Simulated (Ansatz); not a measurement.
A run of Ansatz 0.2.0:

input.yaml

```yaml
crystal:
  lattice:
    - [4.5212, 0.0, 0.0]
    - [0.0, 4.5212, 0.0]
    - [0.0, 0.0, 7.906]
  atoms:
    - { symbol: Ba, position: [0.502616, 0.007933, 0.830738] }
    - { symbol: Ba, position: [-0.003025, 0.515752, 0.171678] }
    - { symbol: Ge, position: [0.503556, -0.010845, 0.314011] }
    - { symbol: Ge, position: [0.002501, 0.498336, 0.689234] }
    - { symbol: Mn, position: [0.493586, 0.505687, -0.007099], spin: 4.0 }
    - { symbol: Mn, position: [-0.006588, 0.00898, -0.004222], spin: 4.0 }
hamiltonian:
  xc: pbe
  pseudopotentials: { kind: paw }
magnetization:
  spin_polarized: true
kpoints:
  mp_grid: { grid: [6, 6, 4] }
scf:
  occupations: { method: fermi_dirac, width: 0.05 }
output:
  forces: true
  stress: true
  eigenvalues: true
```

Potentials or basis: Ansatz PAW.

Command:

```sh
$ ansatz run input.yaml --threads 2 --pin off --max-ram 5120MiB --backend cpu --events-out ev --progress --plain --runs-dir out
```

Hardware: 2 threads of Arm Neoverse V2, on a shared host.

How long does it take, and how much memory?

Run time: 2.3 min on 2 threads of Arm Neoverse V2 (shared host), peak memory 1 GiB. Counts: scf iterations 20, plane waves 3155, k points 76, bands 52.
